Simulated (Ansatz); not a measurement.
**InRh: from the listed structure to its properties**

One table from this session's results is given with a row withheld; the runs are named, their logs left out.

Method: DFT r2SCAN, scalar-relativistic, plane waves, PAW, in Ansatz 0.2.0.

## The starting structure

Symmetry: Pm-3m, No. 221, cubic system. The conventional cell has a = 3.196 Å, b = 3.196 Å, c = 3.196 Å, α = 90.00°, β = 90.00°, γ = 90.00°. Around In (site symmetry m-3m) lie 8 Rh at 2.77 Å. Around Rh (site symmetry m-3m) lie 8 In at 2.77 Å.

Structure file:

```
CELL_PARAMETERS angstrom
3.19600 0.00000 0.00000
0.00000 3.19600 0.00000
0.00000 0.00000 3.19600
ATOMIC_POSITIONS crystal
In 0.50000 0.50000 0.50000
Rh 0.00000 0.00000 0.00000
```

Source of the structure: the Crystallography Open Database.

The first run:

(A quick probe on a coarse mesh, which set the mesh and smearing, is not shown.)

The input, input.yaml:

```yaml
crystal:
  lattice:
    - [3.196, 0.0, 0.0]
    - [0.0, 3.196, 0.0]
    - [0.0, 0.0, 3.196]
  atoms:
    - { symbol: In, position: [0.5, 0.5, 0.5] }
    - { symbol: Rh, position: [0.0, 0.0, 0.0] }
basis:
  ecutwfc: 500
kpoints:
  mp_grid: { grid: [14, 14, 14] }
hamiltonian:
  xc: r2scan
scf:
  occupations: { method: gaussian, width: 0.1 }
output:
  forces: true
  stress: true
  eigenvalues: true
  write_density: true
  write_potential: true
  elf: true
  volumetric_format: npy
relax:
  adjacent_minimum: "off"
  f_tol: 0.005
  max_steps: 80
  cell: { stress_tol: 0.05 }
```

Command:

```
$ ansatz run input.yaml --threads 1 --pin off --max-ram 2560MiB --backend cpu --events-out ev --progress --plain --runs-dir out
```

Among the steps run: Full relaxation; Electronic structure at the relaxed geometry; Point at V/V0 = 0.97; Point at V/V0 = 1.03; Point at V/V0 = 0.94; Point at V/V0 = 1.06.

One table of the session follows, with a row left open; its other results are not shown here.

It belongs to the step «Fit of the equation of state». 

```
volume (Å³/atom)  energy above the lowest point (meV/atom)  pressure (GPa)
          15.462                                      35.4           12.32
          15.956                                         ?               ?
          16.449                                       0.0           -0.03
          16.943                                       7.6           -4.71
          17.436                                      28.3           -8.60
```

**Question.** Estimate the row for volume (Å³/atom) = 15.956.

Worked estimate for «energy above the lowest point (meV/atom)». A straight line through the neighbours (15.462, 35.4) and (16.449, 0.0) gives 35.4 + (0.0 − 35.4) × (15.956 − 15.462) / (16.449 − 15.462) = 17.7; a parabola fitted to 3 rows on both sides gives 9.3.

As computed: energy above the lowest point (meV/atom): 8.2; pressure (GPa): 5.59. In «energy above the lowest point (meV/atom)» the line misses by +9.5 and the parabola by +1.1.
